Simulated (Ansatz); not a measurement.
Working through a supercell folding check of YHg, space group Pm-3m

Program: the Python package of Ansatz (0.2.0).

Interactive session:
```pycon
>>> import ansatz as az
>>> from ase import Atoms
>>> atoms = Atoms(
...     ['Y', 'Hg'],
...     scaled_positions=[
...         [0.5, 0.5, 0.5],
...         [0.0, 0.0, 0.0],
...     ],
...     cell=[
...         [3.68, 0.0, 0.0],
...         [0.0, 3.68, 0.0],
...         [0.0, 0.0, 3.68],
...     ],
...     pbc=True,
... )
>>> xtal = az.Crystal.from_ase(atoms)
>>> [site.symbol for site in xtal.resolved().sites]
['Y', 'Hg']
>>> mesh = (4, 4, 4)
>>> rows = []
>>> for repeats in [(1, 1, 1), (2, 1, 1)]:
...     calc = (
...         xtal.supercell(*repeats).calculation()
...         .occupations('fermi_dirac')
...         .functional('r2scan')
...         .kpoints(*(k // n for k, n in zip(mesh, repeats)))
...     )
...     summary = calc.run(threads=1, backend='cpu').report
...     n = len(summary['lattice']['sites'])
...     rows.append((repeats, n, summary['free_energy_ev'] / n, summary['fermi_energy_ev'], summary['n_kpoints'], summary['n_symmetry_ops']))
...
DeckWarning: basis.ecutwfc = 500 eV, auto-derived from the records' recommended cutoffs: set by Y (their level for a meta-GGA)
>>> for row in rows:
...     print('; '.join(f'{name} = {round(v, 4) if isinstance(v, float) else v}' for name, v in zip(['repeats', 'atoms', 'F/atom eV', 'Fermi level eV', 'k-points', 'symmetry operations'], row)))
...
repeats = (1, 1, 1); atoms = 2; F/atom eV = -8844.3346; Fermi level eV = 13.894; k-points = 10; symmetry operations = 48
repeats = (2, 1, 1); atoms = 4; F/atom eV = -8844.3346; Fermi level eV = 13.894; k-points = 12; symmetry operations = 32
```

Notes:
- Absolute energies stand on the zero of these potentials, so only differences at equal settings mean something.
- For a metal this k-point mesh is coarse: on a finer one energies can move by several to tens of meV an atom and pressures by half a GPa or more, differences at one mesh by less.
- Spin-orbit coupling, which matters for elements this heavy, is left out.
- The structure is a deposited one; some such entries were measured under pressure or heat, so a shift against it needn't be the functional's error alone.
- Warnings are shown shortened and without file and line.
- The count of operations in a supercell holds its pure translations too, and an uneven repeat can lower the point group.
- Timing: 7.8 s on 1 thread of Arm Neoverse V1 (shared host), peak memory 0.56 GiB.

(Lines on the test bed's own set-up are left out of the output.)
